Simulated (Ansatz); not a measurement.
Run this with the Python package of Ansatz (0.2.0) and show what comes out.

`run_bands.py`
```python
'''Bands of NaTeO3 along a path through the zone.'''

import sys
import warnings

import ansatz as az
import numpy as np
from pymatgen.core import Lattice, Structure
from pymatgen.io.ase import AseAtomsAdaptor

XC = 'pbesol'
SMEARING = 'fermi_dirac'
MIXING_BETA = 0.3
SCF_TOL = 1e-08
EXTRA_BANDS = 12


def main() -> None:
    warnings.simplefilter('ignore', az.DeckWarning)

    pmg_structure = Structure(
        Lattice([(4.066369, 0.0, 0.0), (0.0, 4.066369, 0.0), (0.0, 0.0, 4.066369)]),
        ['Na', 'Te', 'O', 'O', 'O'],
        [
            (0.0, 0.0, 0.0),
            (0.5, 0.5, 0.5),
            (0.5, 0.5, 0.0),
            (0.5, 0.0, 0.5),
            (0.0, 0.5, 0.5),
        ],
    )
    cell = az.Crystal.from_ase(AseAtomsAdaptor.get_atoms(pmg_structure))

    # vertices of the path, as fractions of the reciprocal vectors
    path = [
        ('G', (0.0, 0.0, 0.0)),
        ('X', (0.0, 0.5, 0.0)),
        ('M', (0.5, 0.5, 0.0)),
        ('G', (0.0, 0.0, 0.0)),
        ('R', (0.5, 0.5, 0.5)),
    ]
    job = (
        cell.calculation()
        .functional(XC)
        .kpoints(5, shift=0.5)  # sampling of the Brillouin zone
        .occupations(SMEARING)  # the run then minimises F = E - TS
        .mixing('msr1', beta=MIXING_BETA)
        .scf(tolerance=SCF_TOL, extra_bands=EXTRA_BANDS)
        .band_structure([point for _, point in path], intervals=6)
        .scf(extra_bands=8)
    )
    try:
        result = job.run(threads=1)
    except az.NonConvergedError as error:
        sys.exit(f'no convergence: {error}')
    except az.RefusalError as error:
        sys.exit(f'input refused: {error}')
    data = result.report

    n_atoms = len(data['lattice']['sites'])
    print('F =', round(data['free_energy_ev'], 4), 'eV for', n_atoms, 'atoms')
    print('E(sigma -> 0) =', round(data['energy_sigma0_ev'], 4), 'eV, TS =', round(data['entropy_ts_ev'], 5), 'eV')
    print('closed by', data['closed_by'], 'after', data['n_iterations'], 'iterations')

    bands = result.band_structure()
    fermi = bands.fermi_energy_ev
    print(f'zero of the bands: {fermi:.3f} eV, the Fermi level found on the SCF mesh')
    for spin, channel in enumerate(bands.channels):
        levels = channel.eigenvalues_ev - fermi
        crossing = [b for b in range(levels.shape[1]) if levels[:, b].min() < 0 < levels[:, b].max()]
        print(f'channel {spin}: bands that cross the Fermi level on this path:', [b + 1 for b in crossing] or 'none')
        shown = crossing or sorted(np.argsort(np.abs(levels).min(axis=0))[:2])
        for k, row in zip(bands.kpoints_frac, levels[:, shown]):
            print(f'{k[0]:7.3f} {k[1]:7.3f} {k[2]:7.3f}  ', ' '.join(f'{e:8.3f}' for e in row))


if __name__ == '__main__':
    main()
```

```console
$ python run_bands.py
F = -10058.3638 eV for 5 atoms
E(sigma -> 0) = -10058.3555 eV, TS = 0.01671 eV
closed by deck_thresholds after 8 iterations
zero of the bands: 7.832 eV, the Fermi level found on the SCF mesh
channel 0: bands that cross the Fermi level on this path: [22]
  0.000   0.000   0.000     -2.296
  0.000   0.083   0.000     -2.314
  0.000   0.167   0.000     -2.351
  0.000   0.250   0.000     -1.950
  0.000   0.333   0.000     -1.186
  0.000   0.417   0.000     -0.350
  0.000   0.500   0.000      0.046
  0.083   0.500   0.000      0.105
  0.167   0.500   0.000      0.291
  0.250   0.500   0.000      0.626
  0.333   0.500   0.000      1.145
  0.417   0.500   0.000      1.836
  0.500   0.500   0.000      2.341
  0.417   0.417   0.000      1.415
  0.333   0.333   0.000      0.037
  0.250   0.250   0.000     -1.243
  0.167   0.167   0.000     -2.103
  0.083   0.083   0.000     -2.268
  0.000   0.000   0.000     -2.296
  0.083   0.083   0.083     -2.234
  0.167   0.167   0.167     -2.044
  0.250   0.250   0.250     -0.896
  0.333   0.333   0.333      0.484
  0.417   0.417   0.417      1.716
  0.500   0.500   0.500      2.334
```

Caveats:
- The settings weren't tested for convergence.
- The cell holds an odd number of electrons and is run without spin, so a magnetic state may lie lower.
- For a metal this k-point mesh is coarse: on a finer one energies can move by several to tens of meV an atom and pressures by half a GPa or more, differences at one mesh by less.
- This cell is a computed structure, which may not be the phase found in nature.
- Gaps and levels are Kohn-Sham values on a finite set of k-points, without spin-orbit coupling.
- The whole script took 3.1 s on 1 thread of Arm Neoverse V2 (shared host), peak memory 0.42 GiB.

(Lines on the test bed's own set-up are left out of the output.)
